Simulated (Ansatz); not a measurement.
# CH5ClGeO: how energies converge with the basis set

One table from this session's results is given with a row withheld; the runs are named, their logs left out.

Program: Ansatz 0.2.0, Gaussian basis. Level of theory: one geometry, several basis sets. These are calculated values, not measurements.

Levels to be run: PBE0-D4/def2-SVP; ωB97M-V/def2-SVP; PBE0-D4/def2-QZVPP; ωB97M-V/def2-QZVPP; the functionals' def2-TZVPP values are taken from earlier runs.

### The relaxed structure

An earlier PBE0-D4 in a triple-zeta def2 set relaxation fixed the geometry.

SMILES `[CH3][GeH]([OH])[Cl]`, 9 atoms, charge 0, spin multiplicity 1.

Atoms are counted from 1 here; the program's logs count them from 0.

Bond lengths: C1–Ge2 1.936 Å, C1–H5 1.090 Å, C1–H6 1.091 Å, C1–H7 1.090 Å, Ge2–O3 1.770 Å, Ge2–Cl4 2.165 Å, Ge2–H8 1.530 Å, O3–H9 0.960 Å. Angles: Ge2–C1–H5 110.0°, Ge2–C1–H6 109.7°, Ge2–C1–H7 109.7°, H5–C1–H6 109.4°, H5–C1–H7 108.8°, H6–C1–H7 109.3°, C1–Ge2–O3 112.1°, C1–Ge2–Cl4 107.0°, C1–Ge2–H8 116.5°, O3–Ge2–Cl4 107.8°, O3–Ge2–H8 105.0°, Cl4–Ge2–H8 108.1°, Ge2–O3–H9 113.1°.

Set-up of the first run:

in.yaml

```yaml
crystal:
  periodic: [false, false, false]
  atoms:
    - {symbol: C, position_ang: [-0.263318, 1.169925, -0.351343]}
    - {symbol: Ge, position_ang: [-0.259619, -0.643283, 0.326066]}
    - {symbol: O, position_ang: [1.304808, -1.090014, 1.022650]}
    - {symbol: Cl, position_ang: [-0.633262, -1.950248, -1.358598]}
    - {symbol: H, position_ang: [-1.240649, 1.408126, -0.772318]}
    - {symbol: H, position_ang: [-0.038949, 1.865444, 0.458774]}
    - {symbol: H, position_ang: [0.490637, 1.272086, -1.132522]}
    - {symbol: H, position_ang: [-1.284133, -0.966349, 1.415830]}
    - {symbol: H, position_ang: [2.012886, -1.112187, 0.374461]}
basis:
  gaussian: {orbitals: def2-SVP}
hamiltonian: {xc: pbe0, dispersion: d4}
output: {orbitals: {seedname: orbitals}}
```

Launch:

```sh
> ansatz run in.yaml --threads 4 --pin off --events-out ev --progress --plain --max-ram 10444MiB
```

Steps of the session up to this table: PBE0-D4 in def2-SVP; ωB97M-V in def2-SVP; PBE0-D4 in def2-QZVPP; ωB97M-V in def2-QZVPP.

One table of the session follows, with a row left open; its other results are not shown here.

| functional | basis | HOMO (eV) | LUMO (eV) |
| --- | --- | --- | --- |
| PBE0-D4 | def2-SVP | -8.37 | 0.84 |
| PBE0-D4 | def2-TZVPP | -8.52 | 0.40 |
| PBE0-D4 | def2-QZVPP | -8.56 | 0.14 |
| ωB97M-V | def2-SVP | -10.58 | 2.74 |
| ωB97M-V | def2-TZVPP | -10.77 | 2.08 |
| ωB97M-V | def2-QZVPP | ? | ? |

**Question.** Estimate the row for ωB97M-V, def2-QZVPP.

As computed: HOMO (eV): -10.81; LUMO (eV): 1.48. In the column «HOMO (eV)» it is the lowest.
